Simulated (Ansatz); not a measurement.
# InGa3AsP: the cost of one run

Program: Ansatz 0.2.0. Level of theory: DFT PBE, scalar-relativistic, plane waves, PAW. These are calculated values, not measurements.

**1. The starting structure**

Symmetry: P-6m2, No. 187, hexagonal system. Conventional cell: a = 5.848 Å, b = 5.848 Å, c = 4.299 Å, α = 90.00°, β = 90.00°, γ = 120.00°. In (site symmetry -6m2) is surrounded by 3 As at 3.38 Å and 3 P at 3.38 Å and 12 Ga at 3.63 Å. Around Ga (site symmetry mm2) lie 2 As at 2.73 Å and 2 P at 2.74 Å and 4 Ga at 2.91 to 2.94 Å. Around P (site symmetry -6m2) lie 6 Ga at 2.74 Å and 3 In at 3.38 Å. As (site symmetry -6m2) is surrounded by 6 Ga at 2.73 Å and 3 In at 3.38 Å.

Coordinates:

```cif
data_structure
_symmetry_space_group_name_H-M 'P-6m2'
_symmetry_Int_Tables_number 187
_cell_length_a 5.8477
_cell_length_b 5.8477
_cell_length_c 4.2995
_cell_angle_alpha 90.000
_cell_angle_beta 90.000
_cell_angle_gamma 120.000
_cell_volume 127.33
loop_
_atom_site_label
_atom_site_type_symbol
_atom_site_symmetry_multiplicity
_atom_site_Wyckoff_symbol
_atom_site_fract_x
_atom_site_fract_y
_atom_site_fract_z
_atom_site_occupancy
In1 In 1 e 0.66667 0.33333 0.00000 1
Ga1 Ga 3 k 0.66505 0.83253 0.50000 1
P1 P 1 a 0.00000 0.00000 0.00000 1
As1 As 1 c 0.33333 0.66667 0.00000 1
```

A structure generator made this guess: species swapped into a database cell of LaAlCuNi3 (P-6m2, No. 187), with In on the La sites, P on the Al sites, As on the Cu sites and Ga on the Ni sites. The dimensions are guesses.

**2. A first look at the guess**

File input.yaml:

```yaml
crystal:
  lattice:
    - [5.84769179, 0.0, 0.0]
    - [-2.9238459, 5.06424965, 0.0]
    - [0.0, 0.0, 4.2994905]
  atoms:
    - { symbol: In, position: [0.66666667, 0.33333333, 0.0] }
    - { symbol: Ga, position: [0.66505067, 0.83252533, 0.5] }
    - { symbol: Ga, position: [0.16747467, 0.83252533, 0.5] }
    - { symbol: Ga, position: [0.16747467, 0.33494933, 0.5] }
    - { symbol: P, position: [0.0, 0.0, 0.0] }
    - { symbol: As, position: [0.33333333, 0.66666667, 0.0] }
basis:
  ecutwfc: 420
kpoints:
  mp_grid: { grid: [3, 3, 4] }
hamiltonian:
  xc: pbe
scf:
  occupations: { method: gaussian, width: 0.1 }
  lower_state_search: "off"
output:
  forces: true
  stress: true
  eigenvalues: true
```

Command:

```
ansatz run input.yaml --threads 1 --pin off --max-ram 2560MiB --backend cpu --events-out ev --progress --plain --runs-dir out
```

**Question.** How long does this run take on 1 thread of Intel Xeon at 2.50GHz (Skylake/Cascade Lake), shared host, and how much memory does it need?

About 10 s, with a peak of 0.4 GiB.
